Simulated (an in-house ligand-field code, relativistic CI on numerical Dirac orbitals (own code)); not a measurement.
# d9 in a ligand field: terms for several parameter sets

Aim: the terms of a d9 shell from Racah B and C, spin-orbit ζ and the field, by exact diagonalisation.

Method: parametric ligand-field model of a d^n configuration (Racah B and C, spin-orbit zeta, crystal field), exact diagonalisation. Code: an in-house ligand-field code version 1.

### 1 Starting point

```
shell        : d9
set 1 (cm⁻¹) : B = 1100, C = 4140, ζ = 1400, Oh, 10Dq = 6050
set 2 (cm⁻¹) : B = 890, C = 3990, ζ = 3350, Oh, 10Dq = 37700
set 3 (cm⁻¹) : B = 620, C = 2330, ζ = 3550, Oh, 10Dq = 34800
set 4 (cm⁻¹) : B = 850, C = 3450, ζ = 690, Td, 10Dq = -12300
set 5 (cm⁻¹) : B = 690, C = 2900, ζ = 840, Td, 10Dq = -11450
set 6 (cm⁻¹) : B = 350, C = 1760, ζ = 870, Oh, 10Dq = 31550
set 7 (cm⁻¹) : B = 460, C = 1660, ζ = 90, Oh, 10Dq = 20900
set 8 (cm⁻¹) : B = 570, C = 2190, ζ = 1750, Oh, 10Dq = 35550
```

### 2 Set 1

Settings of the run:

```ini
n = 9
racah_B = 1100  # cm-1
racah_C = 4140  # cm-1
zeta = 1400  # cm-1
symmetry = Oh
field = {"10Dq": 6050}  # cm-1
```

### 3 Set 2

Settings of the run:

```ini
n = 9
racah_B = 890  # cm-1
racah_C = 3990  # cm-1
zeta = 3350  # cm-1
symmetry = Oh
field = {"10Dq": 37700}  # cm-1
```

### 4 Set 3

Settings of the run:

```ini
n = 9
racah_B = 620  # cm-1
racah_C = 2330  # cm-1
zeta = 3550  # cm-1
symmetry = Oh
field = {"10Dq": 34800}  # cm-1
```

### 5 Set 4

Settings of the run:

```ini
n = 9
racah_B = 850  # cm-1
racah_C = 3450  # cm-1
zeta = 690  # cm-1
symmetry = Td
field = {"10Dq": -12300}  # cm-1
```

### 6 Set 5

Settings of the run:

```ini
n = 9
racah_B = 690  # cm-1
racah_C = 2900  # cm-1
zeta = 840  # cm-1
symmetry = Td
field = {"10Dq": -11450}  # cm-1
```

### 7 Set 6

Settings of the run:

```ini
n = 9
racah_B = 350  # cm-1
racah_C = 1760  # cm-1
zeta = 870  # cm-1
symmetry = Oh
field = {"10Dq": 31550}  # cm-1
```

### 8 Set 7

Settings of the run:

```ini
n = 9
racah_B = 460  # cm-1
racah_C = 1660  # cm-1
zeta = 90  # cm-1
symmetry = Oh
field = {"10Dq": 20900}  # cm-1
```

### 9 Set 8

Settings of the run:

```ini
n = 9
racah_B = 570  # cm-1
racah_C = 2190  # cm-1
zeta = 1750  # cm-1
symmetry = Oh
field = {"10Dq": 35550}  # cm-1
```

(Steps that only read results are left out.)

Before running it: what results should come out? Wanted: lowest spin-orbit levels.

The runs gave:

| set | 10Dq/B (size) | lowest | S | electrons in z² and x²-y² | next level (cm⁻¹) |
| --- | --- | --- | --- | --- | --- |
| 1: Oh | 5.5 | G8 | 0.50 | 3.05 | G7 5061 |
| 2: Oh | 42.4 | G8 | 0.50 | 3.01 | G7 34773 |
| 3: Oh | 56.1 | G8 | 0.50 | 3.01 | G7 31760 |
| 4: Td | 14.5 | G7 | 0.50 | 4.00 | G8 976 |
| 5: Td | 16.6 | G7 | 0.50 | 4.00 | G8 1165 |
| 6: Oh | 90.1 | G8 | 0.50 | 3.00 | G7 30715 |
| 7: Oh | 45.4 | G8 | 0.50 | 3.00 | G7 20811 |
| 8: Oh | 62.4 | G8 | 0.50 | 3.00 | G7 33926 |

| quantity | value |
| --- | --- |
| lowest spin-orbit levels | 1: G8, 2: G8, 3: G8, 4: G7, 5: G7, 6: G8, 7: G8, 8: G8 |

8 of 8 sets have the highest spin that their shell allows, S = 1/2. A negative 10Dq stands for a tetrahedral field. With spin-orbit coupling the labels are those of spin-orbit levels, not of terms, and S is an average from the expectation value of its square. B, C and the field are free parameters here, not those of a compound.
